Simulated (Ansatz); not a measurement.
# Eu: how the settings move a single-point run

Question: which choices in the input matter for Eu?

Program: Ansatz 0.2.0. Level of theory: reference: DFT, LDA, PAW with Ansatz's default frozen-core files, scalar-relativistic. These are calculated values, not measurements.

### Step 1. The starting structure

It takes space group Cmcm (No. 63, orthorhombic). Conventional cell: a = 3.994 Å, b = 6.959 Å, c = 6.341 Å, α = 90.00°, β = 90.00°, γ = 90.00°. Eu (site symmetry m2m) has 12 Eu at 3.90 to 4.01 Å as nearest neighbours.

As a file:

```
CELL_PARAMETERS angstrom
1.99707 -3.47971 0.00000
1.99707 3.47971 0.00000
0.00000 0.00000 6.34073
ATOMIC_POSITIONS crystal
Eu 0.83687 0.16313 0.75000
Eu 0.16313 0.83687 0.25000
```

### Step 2. The reference run

File input.yaml:

```yaml
crystal:
  lattice:
    - [1.99706651, -3.47970938, 0.0]
    - [1.99706651, 3.47970938, 0.0]
    - [0.0, 0.0, 6.34072505]
  atoms:
    - { symbol: Eu, position: [0.83686714, 0.16313286, 0.75] }
    - { symbol: Eu, position: [0.16313286, 0.83686714, 0.25] }
kpoints:
  mp_grid: { grid: [10, 10, 5] }
scf:
  occupations: { method: fermi_dirac, width: 0.08 }
hamiltonian:
  xc: lda
  pseudopotentials: { kind: paw }
output:
  forces: true
  stress: true
  eigenvalues: true
```

Run with:

```console
ansatz run input.yaml --threads 1 --pin off --max-ram 3072MiB --backend cpu --events-out ev --progress --plain --runs-dir out
```

From the output:

```text
[...]
Basis set: ecut = 420 eV, 1741 PW (Γ)
[...]
k-points: 93 of 500
[...]
SCF iter   1: F=—  HF=-17117.730147 eV  |F-HF|=—  |Δ(HF+E_count)|=         —  Δρ=2.55e-2  dr2=4.52e-1  ethr=1.77e-3  ⟨swp⟩=5.1  Hψ=9961  notcnv=0
preconditioner: auto → Kerker (q_TF=auto, 2.328 Å⁻¹)  [metal: Δε(μ)=0.000 eV  Ē_g=8.824 eV  σ=0.080 eV  W_gap=0.00  n_scr=22 (ndim 8)  ℏωp=21.7 eV  f_vac=0.000  D(μ)=75.93/eV (n_scr^D=2862)]
SCF iter   2: F=—  HF=-17117.715377 eV  |F-HF|=—  |Δ(HF+E_count)|=   1.48e-2  Δρ=1.22e-2  dr2=1.00e-1  ethr=1.33e-3  ⟨swp⟩=1.0  Hψ=3534  notcnv=0
[...]
SCF iter  12: F=—  HF=-17117.711638 eV  |F-HF|=—  |Δ(HF+E_count)|=   9.48e-7  Δρ=3.24e-5  dr2=2.97e-7  ethr=3.71e-9  ⟨swp⟩=1.0  Hψ=2790  notcnv=0
SCF iter  13: F=-17117.711638 eV  HF=-17117.711638 eV  |F-HF|=6.18e-9  |Δ(HF+E_count)|=   4.32e-8  Δρ=5.16e-6  dr2=1.65e-8  ethr=2.94e-10  ⟨swp⟩=5.4  Hψ=10518  notcnv=0
[...]
SCF converged after 13 iterations
Free energy (F): -17117.711638 eV
[...]
E sigma→0 (E₀):  -17117.016386 eV
[...]
Fermi energy:    8.247722 eV
[...]
  P = ⅓ Tr σ = -6.5855 GPa (-65.855 kbar)
[...]
```

Run time: 14 s. Hardware: 1 thread of Arm Neoverse V1, shared host; peak memory 0.44 GiB.

### Step 3. Changed: eigensolver.kind davidson, basis.precision f64

Changes to input.yaml since step 2:

```diff
@@ -12,2 +12,3 @@
   occupations: { method: fermi_dirac, width: 0.08 }
+  eigensolver: { kind: davidson }
 hamiltonian:
@@ -19 +20,3 @@
   eigenvalues: true
+basis:
+  precision: f64
```

Run with:

```console
ansatz run input.yaml --threads 1 --pin off --max-ram 3072MiB --backend cpu --events-out ev --progress --plain --runs-dir out
```

Output:

```text
band count auto-derived: 30 (N_el = 34.0; filled up to band 17; 21 by the electrons, moments and atoms)
Engine: ansatz 0.2.0
Pseudopotentials: kind: paw
Pseudopotential: Eu, paw, valence charge 17, recommended cutoff 420 eV (normal)
Functional definition: SPW92
  exchange = slater_x
  correlation = pw_c
Crystal: 2 atoms, lattice volume = 88.126 Å³
Basis set: ecut = 420 eV, 1741 PW (Γ)
Bands: 30, of which v1, the nominal top of the filled ones, is band 17 counted from 1 (16 counted from 0)
Symmetry: 8 space group operations
Space group: Cmcm (ITA 63), of the structure as read, at distance tolerance 4.5e-5 Å
k-points: 93 of 500
Non-local potential: Eu, projectors of the file, l = 0: 3, l = 1: 2, l = 2: 2, l = 3: 3
PAW form: soft (Blöchl's): semilocal exchange-correlation on the pseudo side does not see the compensation charge
PAW frozen core: Eu, regenerated for the run's functional, and the local potential with it (the file was generated under x = pbe(κ = 0.804, μ = 0.2195149727645171), c = pbe(β = 0.06672455060314922))
PAW one-centre angular grid: Eu, 590 points (default); XC on 64 Gauss nodes
Initial density: superposition of atomic densities (neutral atoms: chi_scale 0, normalization atom), corrected by the library's trained network
Initial wavefunctions: pseudopotential atomic-orbital guess
Functional: x = slater, c = lda
SCF iter   1: F=—  HF=-17117.729233 eV  |F-HF|=—  |Δ(HF+E_count)|=         —  Δρ=2.58e-2  dr2=4.66e-1  ethr=1.77e-3  ⟨swp⟩=5.3  Hψ=11709  notcnv=0
preconditioner: auto → Kerker (q_TF=auto, 2.328 Å⁻¹)  [metal: Δε(μ)=0.000 eV  Ē_g=8.828 eV  σ=0.080 eV  W_gap=0.00  n_scr=22 (ndim 8)  ℏωp=21.7 eV  f_vac=0.000  D(μ)=75.93/eV (n_scr^D=2862)]
SCF iter   2: F=—  HF=-17117.714789 eV  |F-HF|=—  |Δ(HF+E_count)|=   1.44e-2  Δρ=1.24e-2  dr2=1.04e-1  ethr=1.37e-3  ⟨swp⟩=2.1  Hψ=5453  notcnv=0
SCF iter   3: F=—  HF=-17117.777426 eV  |F-HF|=—  |Δ(HF+E_count)|=   6.26e-2  Δρ=4.70e-2  dr2=5.98e-1  ethr=3.06e-4  ⟨swp⟩=2.3  Hψ=5336  notcnv=0  defer=8  recentre
iter 4 solved again at ethr=1.81e-6 eV; its pass at ethr=3.06e-4 eV (dr2=6.16e-4 eV) is discarded
SCF iter   4: F=—  HF=-17117.711712 eV  |F-HF|=—  |Δ(HF+E_count)|=   6.57e-2  Δρ=9.71e-4  dr2=5.74e-4  ethr=1.81e-6  ⟨swp⟩=4.8  Hψ=13575  notcnv=0  defer=1
SCF iter   5: F=—  HF=-17117.711731 eV  |F-HF|=—  |Δ(HF+E_count)|=   1.98e-5  Δρ=1.58e-3  dr2=1.25e-3  ethr=1.69e-6  ⟨swp⟩=2.0  Hψ=5161  notcnv=0  recentre
SCF iter   6: F=—  HF=-17117.712390 eV  |F-HF|=—  |Δ(HF+E_count)|=   6.58e-4  Δρ=5.06e-3  dr2=7.13e-3  ethr=1.69e-6  ⟨swp⟩=2.0  Hψ=5156  notcnv=0
SCF iter   7: F=—  HF=-17117.711651 eV  |F-HF|=—  |Δ(HF+E_count)|=   7.39e-4  Δρ=5.57e-4  dr2=3.02e-4  ethr=1.69e-6  ⟨swp⟩=2.0  Hψ=5156  notcnv=0
SCF iter   8: F=—  HF=-17117.711639 eV  |F-HF|=—  |Δ(HF+E_count)|=   1.17e-5  Δρ=2.65e-4  dr2=2.38e-5  ethr=8.90e-7  ⟨swp⟩=2.0  Hψ=5156  notcnv=0
SCF iter   9: F=—  HF=-17117.711638 eV  |F-HF|=—  |Δ(HF+E_count)|=   1.62e-6  Δρ=9.49e-5  dr2=3.46e-6  ethr=7.01e-8  ⟨swp⟩=3.9  Hψ=6850  notcnv=0
SCF iter  10: F=—  HF=-17117.711638 eV  |F-HF|=—  |Δ(HF+E_count)|=   7.13e-7  Δρ=5.35e-5  dr2=1.48e-6  ethr=1.02e-8  ⟨swp⟩=3.0  Hψ=5318  notcnv=0
SCF iter  11: F=—  HF=-17117.711639 eV  |F-HF|=—  |Δ(HF+E_count)|=   7.58e-7  Δρ=7.63e-5  dr2=1.18e-6  ethr=4.34e-9  ⟨swp⟩=2.9  Hψ=5286  notcnv=0  recentre
SCF iter  12: F=—  HF=-17117.711639 eV  |F-HF|=—  |Δ(HF+E_count)|=   2.59e-7  Δρ=1.26e-4  dr2=4.20e-6  ethr=3.47e-9  ⟨swp⟩=2.1  Hψ=5161  notcnv=0
SCF iter  13: F=-17117.711638 eV  HF=-17117.711638 eV  |F-HF|=2.39e-8  |Δ(HF+E_count)|=   4.56e-7  Δρ=7.58e-6  dr2=3.16e-8  ethr=3.47e-9  ⟨swp⟩=2.0  Hψ=5156  notcnv=0
the search or the solves at the SCF's close seem to have found levels that the self-consistency loop had missed (the run counts 1). By its estimate they hold under 1e-12 electrons; where the run keeps them, the occupations were computed again with them
SCF 1 converged in 13 iterations: F = -17117.711638 eV  dr2 = 3.16e-8
  Residual-converged pass: ⟨swp⟩=5.0  Hψ=9949  notcnv=0  max |occ|·‖R‖ = 6.5e-6 eV (tolerance 6.7e-6 eV)  dr2=3.05e-8  dr2_onsite=2.87e-8  max |Δocc| = 3.2e-8
SCF converged after 13 iterations
Free energy (F): -17117.711638 eV
Harris-Foulkes:  -17117.711638 eV  (|F-HF|=2.39e-8)
Internal energy: -17116.321135 eV  (E = F + TS)
E sigma→0 (E₀):  -17117.016386 eV
Entropy (-TS):   -1.390504 eV (-695.252 meV/atom)
Fermi energy:    8.247742 eV
--- Per-component energies (eV) ---
  E_band       = -127.740654
  E_kinetic    = 712.049796
  E_local      = -4363.144563  (includes V_loc(G=0)·N_el)
  E_nonlocal   = 931.351935
  E_hartree    = 1708.311451
  E_xc         = -353.123744
  E_vxc        = -406.923954  (∫ρ·V_xc dr)
  E_paw        = -12351.664682  (= ΣΔE_a)
  E_vpaw       = -417.703678  (= ΣTr[D̂ρ^β])
  E_aug_tail   = -0.000000  (compensation charges beyond the density's cutoff)
  E_ewald      = -3402.371105
  E_core_change = 2.269777  (= ΣΔE_core)
  E_smearing   = -1.390504  (= −TS)
  E_closure    = 0.000000  (closes the sum)
  Σ components = -17117.711638   (vs F -17117.711638, Δ=0.00e0)
--- Forces (eV/Å), atoms counted from 1 ---
  atom   1  Eu     0.00000000     0.01381062     0.00000000
  atom   2  Eu     0.00000000    -0.01381062     0.00000000
  max |Σ_I F_I| component: 0.00e0 eV/Å
--- Stress (GPa, compression-positive) ---
       -6.818956       0.000000       0.000000
        0.000000      -6.775023       0.000000
        0.000000       0.000000      -6.162788
  P = ⅓ Tr σ = -6.5856 GPa (-65.856 kbar)
--- Band table (eV; the first three rows and the last of 93) ---
  k-point 0: bands = ["-32.7860", "-32.7551", "-11.8886", "-11.5528", "-11.5439", "-11.4863", "-11.4845", "-11.4685", "4.3791", "6.9303", "8.1455", "8.1699", "8.1905", "8.2254", "8.2298", "8.2428", "8.2462", "8.2527", "8.2569", "8.2612", "8.3178", "8.3245", "8.3514", "8.3575", "9.4535", "10.2459", "10.3480", "10.4938", "10.8230", "10.8249"]
  k-point 1: bands = ["-32.7831", "-32.7580", "-11.8503", "-11.5464", "-11.5385", "-11.5105", "-11.4918", "-11.4911", "4.5988", "6.7066", "8.1372", "8.1500", "8.1824", "8.2123", "8.2157", "8.2380", "8.2397", "8.2462", "8.2733", "8.2802", "8.3364", "8.3409", "8.3520", "8.3569", "9.3610", "10.1471", "10.2303", "10.2989", "10.6471", "10.6502"]
  k-point 2: bands = ["-32.7754", "-32.7658", "-11.7485", "-11.6189", "-11.5292", "-11.5241", "-11.5082", "-11.5063", "5.2067", "6.0277", "8.1154", "8.1227", "8.2052", "8.2085", "8.2089", "8.2163", "8.2165", "8.2324", "8.3150", "8.3207", "8.3444", "8.3454", "8.3536", "8.3554", "9.4564", "9.8535", "10.1275", "10.1764", "10.3274", "10.3460"]
  k-point 92: bands = ["-32.7567", "-32.7541", "-11.8607", "-11.8372", "-11.5938", "-11.5936", "-11.5624", "-11.5611", "7.0492", "7.2939", "8.1432", "8.1479", "8.2199", "8.2238", "8.2255", "8.2275", "8.2309", "8.2426", "8.2537", "8.2811", "8.3177", "8.3184", "8.3217", "8.3278", "8.7896", "8.8795", "9.9330", "9.9598", "10.8651", "11.7390"]
```

Run time: 22 s. Hardware: 1 thread of Arm Neoverse V1, shared host; peak memory 0.4 GiB.

Energy and cycle count are those of the reference, so the typed solver and arithmetic precision changed nothing here. Cost: 22 s against 14 s.

### Step 4. All runs together

| run | ending | energy change | pressure (GPa) | gap (eV) | force (eV/Å) | cycles | time |
| --- | --- | --- | --- | --- | --- | --- | --- |
| reference | converged | 0 | -6.6 | 0.00 | 0.01 | 13 | 14 s |
| 1: eigensolver.kind davidson, basis.precision f64 | converged | 0.0 meV/atom | -6.6 | 0.00 | 0.01 | 13 | 22 s |

Residual by cycle in the longest SCF loop of each run; runs are numbered as in the table. The quantity is the density residual dr2, in eV.

| cycle | reference | run 1 |
| --- | --- | --- |
| 1 | 0.452 | 0.466 |
| 2 | 0.1 | 0.104 |
| 3 | 0.599 | 0.598 |
| 4 | 6.5e-4 | 5.7e-4 |
| 5 | 0.0014 | 0.00125 |
| 6 | 0.0175 | 0.00713 |
| 8 | 1.3e-5 | 2.4e-5 |
| 9 | 1.4e-6 | 3.5e-6 |
| 10 | 1.3e-6 | 1.5e-6 |
| 11 | 8.9e-6 | 1.2e-6 |
| 12 | 3.0e-7 | 4.2e-6 |
| 13 | 1.6e-8 | 3.2e-8 |

What this shows: Energy and cycle count are those of the reference, so the typed solver and arithmetic precision changed nothing here. Cost: 22 s against 14 s. The reference has no spin polarisation; with Eu present, a magnetic state may lie lower.
